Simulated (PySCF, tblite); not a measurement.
# C₄H₈OSSi: geometry, infrared bands and NMR shifts

Wanted: the infrared bands and NMR shifts of C₄H₈OSSi (`CC#C[Si@@H](O)SC`), by calculation.

Programs: tblite 0.8.0 and PySCF 2.14.0, with density-fitted response routines of our own. Each step states its level of theory. These are calculated values for one molecule in the gas phase, unless marked as measured. Atoms are numbered from 0 throughout.

## (1) Starting geometry

15 atoms, charge 0, multiplicity 1; geometry from: force field or distance geometry start.

Bonds of the start (Å): C0–C1 1.45, C1–C2 1.24, C2–Si3 1.81, Si3–O4 1.70, Si3–S5 2.14, S5–C6 1.82, C0–H7 1.10, C0–H8 1.11, C0–H9 1.11, Si3–H10 1.48, O4–H11 0.98, C6–H12 1.10, C6–H13 1.11, C6–H14 1.10.

## (2) Optimising the geometry with GFN2-xTB

Job settings and geometry (Å):

```
{"job": {"kind": "relax", "xc": "GFN2-xTB", "basis": "xTB"}, "charge": 0, "multiplicity": 1}
C     -3.576100    -0.235500     0.033200
C     -2.159600    -0.274300    -0.282500
C     -0.946400    -0.320600    -0.515300
Si     0.823000    -0.358900    -0.912100
O      1.026800     0.068000    -2.540300
S      1.932300     0.926800     0.395900
C      2.775800    -0.179700     1.568400
H     -3.719100     0.055400     1.088800
H     -4.072500     0.473100    -0.659400
H     -4.039400    -1.235600    -0.093500
H      1.287100    -1.754300    -0.730400
H      1.838000     0.600900    -2.701000
H      3.012200    -1.103100     1.025500
H      3.719500     0.284700     1.910200
H      2.093900    -0.444700     2.390600
```

Launch:

```
OMP_NUM_THREADS=1 python probes_run.py task.json out
```

One launch serves the whole session: the jobs run in the order shown.

**Question.** This job is followed by: GFN2-xTB harmonic vibrations, gas phase; GIAO PBE0/pcSseg-1 NMR shielding, non-relativistic, gas phase. What will the session give for the following? strongest single infrared mode (GFN2-xTB); zero-point energy (GFN2-xTB); 13C shifts against TMS (PBE0/pcSseg-1); 1H shifts against TMS (PBE0/pcSseg-1, means over atoms taken as alike); 29Si shifts against TMS (PBE0/pcSseg-1); 17O shifts against H2O (PBE0/pcSseg-1); 33S shifts against CS2 (PBE0/pcSseg-1).

**Answer**, as computed:

```
                                                              quantity                       value
                             strongest single infrared mode (GFN2-xTB)        806 cm⁻¹, 437 km/mol
                                          zero-point energy (GFN2-xTB)               67.0 kcal/mol
                                13C shifts against TMS (PBE0/pcSseg-1)  111.9, 86.6, 12.3, 5.6 ppm
1H shifts against TMS (PBE0/pcSseg-1, means over atoms taken as alike)  5.25, 2.10, 2.04, 1.76 ppm
                               29Si shifts against TMS (PBE0/pcSseg-1)                   -29.3 ppm
                                17O shifts against H2O (PBE0/pcSseg-1)                    36.1 ppm
                                33S shifts against CS2 (PBE0/pcSseg-1)                    -173 ppm
```

**Reading.** Relaxing lowered the energy by 0.359 eV in 131 steps; the close pair that moved most is Si3–O4, from 1.696 to 1.619 Å. No mode is imaginary among the 39: a minimum at this level. The strongest single mode, at 806 cm⁻¹, moves mainly H11. GFN2-xTB is a fitted tight-binding method: band positions and strengths are rough. Its intensities can rank the bands wrongly. At PBE0/pcSseg-1: The widest tensor belongs to C1: span 277 ppm, with a paramagnetic part of -198 ppm.
